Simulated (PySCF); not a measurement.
# H6O3Yb (Yb(H2O)32+): the cost of one run

The runs use PySCF 2.14.0; several levels, as the steps say, no spin–orbit coupling.

1 further run of the same task is left out (for a known fault of the program).

**1. The starting structure**

10 atoms, charge 2, spin multiplicity 1.

Bond lengths: Yb1–O2 2.403 Å, Yb1–O5 2.403 Å, Yb1–O8 2.403 Å, O2–H3 0.973 Å, O2–H4 0.973 Å, O5–H6 0.973 Å, O5–H7 0.973 Å, O8–H9 0.973 Å, O8–H10 0.973 Å. Angles: O2–Yb1–O5 120.0°, O2–Yb1–O8 120.0°, O5–Yb1–O8 120.0°, Yb1–O2–H3 128.1°, Yb1–O2–H4 128.1°, H3–O2–H4 103.8°, Yb1–O5–H6 128.1°, Yb1–O5–H7 128.1°, H6–O5–H7 103.8°, Yb1–O8–H9 128.1°, Yb1–O8–H10 128.1°, H9–O8–H10 103.8°.

As a file:

| atom | x (Å) | y (Å) | z (Å) |
| --- | --- | --- | --- |
| Yb1 | 0.00000 | 0.00000 | 0.00000 |
| O2 | 2.40255 | -0.00003 | 0.00000 |
| H3 | 3.00325 | 0.59536 | 0.48114 |
| H4 | 3.00324 | -0.59544 | -0.48114 |
| O5 | -1.20125 | 2.08069 | 0.00000 |
| H6 | -2.01722 | 2.30321 | 0.48114 |
| H7 | -0.98595 | 2.89860 | -0.48114 |
| O8 | -1.20131 | -2.08066 | 0.00000 |
| H9 | -0.98603 | -2.89857 | 0.48114 |
| H10 | -2.01729 | -2.30316 | -0.48114 |

Formal oxidation states: Yb +2. Each metal's 14 4f electrons lie in its core potential, so multiplicities, spins and levels count the valence alone. An earlier session relaxed this geometry at PBE0, Yb lcecp-0-SVP with ECP60, O def2-SVP, H def2-SVP (singlet, point group D3).

At PBE0 on the finer grid: E = -261.393117 Eh, frontier levels not given, since the 4f levels lie in the core, Mulliken charge on Yb1 +1.39 e, largest force component 0.004 eV/Å. 

Levels to run: PBE; HF; PBE0, TZVP. Hardware: 2 threads of Arm Neoverse V1, shared host.

**2. PBE**

run.py (the lines that set the calculation)

```python
mol = gto.M(atom='''
Yb     0.00000     0.00000     0.00000
O      2.40255    -0.00003     0.00000
H      3.00325     0.59536     0.48114
H      3.00324    -0.59544    -0.48114
O     -1.20125     2.08069     0.00000
H     -2.01722     2.30321     0.48114
H     -0.98595     2.89860    -0.48114
O     -1.20131    -2.08066     0.00000
H     -0.98603    -2.89857     0.48114
H     -2.01729    -2.30316    -0.48114''',
    basis={'Yb': 'lcecp-0-SVP', 'O': 'def2-SVP', 'H': 'def2-SVP'},
    ecp={'Yb': 'lcecp-0-SVP'},
    charge=2, spin=0)
mf = dft.RKS(mol, xc='PBE')
mf.grids.atom_grid = (75, 302)  # f atoms: unpruned, at least (60, 302)
mf = mf.density_fit()  # fitting sets: Yb AutoAux, O def2-universal-JKFIT, H def2-universal-JKFIT
mf.conv_tol = 1e-08; mf.max_cycle = 55
mf.kernel(dm0)  # dm0: the density of the relaxed state
```

Started as:

```
$ OMP_NUM_THREADS=2 python run.py
```

**Question.** How long does this run take on 2 threads of Arm Neoverse V1, shared host?

About 6.4 s.
